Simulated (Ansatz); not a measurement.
# FGeH9O3Si3: the cost of one run

Program: Ansatz 0.2.0, Gaussian basis. Level of theory: one geometry, several basis sets. These are calculated values, not measurements.

Plan: PBE0-D4/def2-SVP; ωB97M-V/def2-SVP; PBE0-D4/def2-QZVPP; ωB97M-V/def2-QZVPP; the functionals' def2-TZVPP values are taken from earlier runs.

## (1) Structure used throughout

An earlier PBE0-D4 in a triple-zeta def2 set relaxation fixed the geometry.

SMILES `[F][Ge]([O][SiH3])([O][SiH3])[O][SiH3]`, 17 atoms, charge 0, spin multiplicity 1.

Atoms are counted from 1 here; the program's logs count them from 0.

Bond lengths: F1–Ge2 1.715 Å, Ge2–O3 1.731 Å, Ge2–O5 1.728 Å, Ge2–O7 1.730 Å, O3–Si4 1.651 Å, Si4–H9 1.484 Å, Si4–H10 1.481 Å, Si4–H11 1.485 Å, O5–Si6 1.650 Å, Si6–H12 1.485 Å, Si6–H13 1.481 Å, Si6–H14 1.485 Å, O7–Si8 1.650 Å, Si8–H15 1.485 Å, Si8–H16 1.484 Å, Si8–H17 1.482 Å. Angles: F1–Ge2–O3 109.2°, F1–Ge2–O5 107.6°, F1–Ge2–O7 108.1°, O3–Ge2–O5 110.2°, O3–Ge2–O7 110.0°, O5–Ge2–O7 111.7°, Ge2–O3–Si4 134.7°, O3–Si4–H9 110.1°, O3–Si4–H10 106.8°, O3–Si4–H11 110.4°, H9–Si4–H10 110.0°, H9–Si4–H11 109.3°, H10–Si4–H11 110.2°, Ge2–O5–Si6 134.7°, O5–Si6–H12 110.3°, O5–Si6–H13 106.7°, O5–Si6–H14 110.5°, H12–Si6–H13 109.9° and more.

## (2) PBE0-D4 in def2-SVP

File in.yaml:

```yaml
crystal:
  periodic: [false, false, false]
  atoms:
    - {symbol: F, position_ang: [-1.910198, 0.944648, 1.028000]}
    - {symbol: Ge, position_ang: [-0.543425, 0.347381, 0.181987]}
    - {symbol: O, position_ang: [-0.944123, -1.170862, -0.545449]}
    - {symbol: Si, position_ang: [-0.678365, -2.752426, -0.153052]}
    - {symbol: O, position_ang: [-0.135698, 1.502320, -1.036338]}
    - {symbol: Si, position_ang: [-0.161489, 1.507586, -2.686371]}
    - {symbol: O, position_ang: [0.743563, 0.136054, 1.319099]}
    - {symbol: Si, position_ang: [1.340222, 0.967411, 2.614051]}
    - {symbol: H, position_ang: [0.743490, -3.105280, -0.392352]}
    - {symbol: H, position_ang: [-1.555869, -3.564863, -1.027391]}
    - {symbol: H, position_ang: [-1.011211, -2.994952, 1.273792]}
    - {symbol: H, position_ang: [0.746459, 0.459318, -3.218521]}
    - {symbol: H, position_ang: [0.306122, 2.846296, -3.115082]}
    - {symbol: H, position_ang: [-1.538217, 1.262900, -3.185685]}
    - {symbol: H, position_ang: [1.144632, 2.427470, 2.424179]}
    - {symbol: H, position_ang: [0.649137, 0.530962, 3.852322]}
    - {symbol: H, position_ang: [2.786072, 0.655534, 2.707011]}
basis:
  gaussian: {orbitals: def2-SVP}
hamiltonian: {xc: pbe0, dispersion: d4}
output: {orbitals: {seedname: orbitals}}
```

Run with:

```console
ansatz run in.yaml --threads 4 --pin off --events-out ev --progress --plain --max-ram 66560MiB --backend cpu
```

Q: Estimate wall time and peak memory on 4 threads of AMD EPYC 7R13, shared host.

About 3.2 s, with a peak of 0.71 GiB.
